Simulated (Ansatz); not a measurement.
# C2H6AlN: how energies converge with the basis set

One table from this session's results is given with a row withheld; the runs are named, their logs left out.

Computed with Ansatz 0.2.0, Gaussian basis. Level: one geometry, several basis sets.

Plan: PBE0-D4/def2-SVP; ωB97M-V/def2-SVP; PBE0-D4/def2-QZVPP; ωB97M-V/def2-QZVPP; the functionals' def2-TZVPP values are taken from earlier runs.

### Structure used throughout

All runs share one geometry, relaxed beforehand with PBE0-D4 in a triple-zeta def2 set.

10 atoms, charge 0, spin multiplicity 1.

Atoms are counted from 1 here; the program's logs count them from 0.

Bond lengths: N1–C2 1.507 Å, N1–Al4 1.986 Å, N1–H5 1.012 Å, N1–H6 1.020 Å, C2–C3 1.537 Å, C2–Al4 1.892 Å, C2–H7 1.086 Å, C3–Al4 1.934 Å, C3–H8 1.098 Å, C3–H9 1.090 Å, Al4–H10 1.574 Å. Angles: C2–N1–Al4 63.9°, C2–N1–H5 112.7°, C2–N1–H6 115.4°, Al4–N1–H5 120.2°, Al4–N1–H6 126.0°, H5–N1–H6 109.5°, N1–C2–C3 102.3°, N1–C2–Al4 70.5°, N1–C2–H7 115.3°, C3–C2–Al4 67.7°, C3–C2–H7 122.3°, Al4–C2–H7 164.3°, C2–C3–Al4 64.9°, C2–C3–H8 117.2°, C2–C3–H9 112.3°, Al4–C3–H8 127.0°, Al4–C3–H9 116.7°, H8–C3–H9 110.5° and more.

The first run:

File in.yaml:

```yaml
crystal:
  periodic: [false, false, false]
  atoms:
    - {symbol: N, position_ang: [-0.921486, 0.712204, -0.212404]}
    - {symbol: C, position_ang: [0.411457, 0.518297, 0.462328]}
    - {symbol: C, position_ang: [0.503040, -1.012056, 0.572535]}
    - {symbol: Al, position_ang: [0.432805, -0.322019, -1.232581]}
    - {symbol: H, position_ang: [-1.105156, 1.679600, -0.444785]}
    - {symbol: H, position_ang: [-1.723739, 0.323854, 0.284153]}
    - {symbol: H, position_ang: [0.603479, 1.173487, 1.307484]}
    - {symbol: H, position_ang: [-0.301643, -1.525312, 1.115490]}
    - {symbol: H, position_ang: [1.476763, -1.343280, 0.931939]}
    - {symbol: H, position_ang: [0.707679, -0.255873, -2.781159]}
basis:
  gaussian: {orbitals: def2-SVP}
hamiltonian: {xc: pbe0, dispersion: d4}
output: {orbitals: {seedname: orbitals}}
```

The run is started by

```sh
$ ansatz run in.yaml --threads 2 --pin off --events-out ev --progress --plain --max-ram 4352MiB
```

Steps of the session up to this table: PBE0-D4 in def2-SVP; ωB97M-V in def2-SVP; PBE0-D4 in def2-QZVPP; ωB97M-V in def2-QZVPP.

One table of the session follows, with a row left open; its other results are not shown here.

| functional | basis | HOMO (eV) | LUMO (eV) |
| --- | --- | --- | --- |
| PBE0-D4 | def2-SVP | -5.40 | 0.42 |
| PBE0-D4 | def2-TZVPP | ? | ? |
| PBE0-D4 | def2-QZVPP | -5.47 | -0.16 |
| ωB97M-V | def2-SVP | -7.53 | 2.06 |
| ωB97M-V | def2-TZVPP | -7.60 | 1.53 |
| ωB97M-V | def2-QZVPP | -7.62 | 0.91 |

Estimate the missing values for PBE0-D4, def2-TZVPP.

As computed: HOMO (eV): -5.45; LUMO (eV): 0.09. In the column «HOMO (eV)» it lies between PBE0-D4, def2-QZVPP (-5.47) and PBE0-D4, def2-SVP (-5.40).
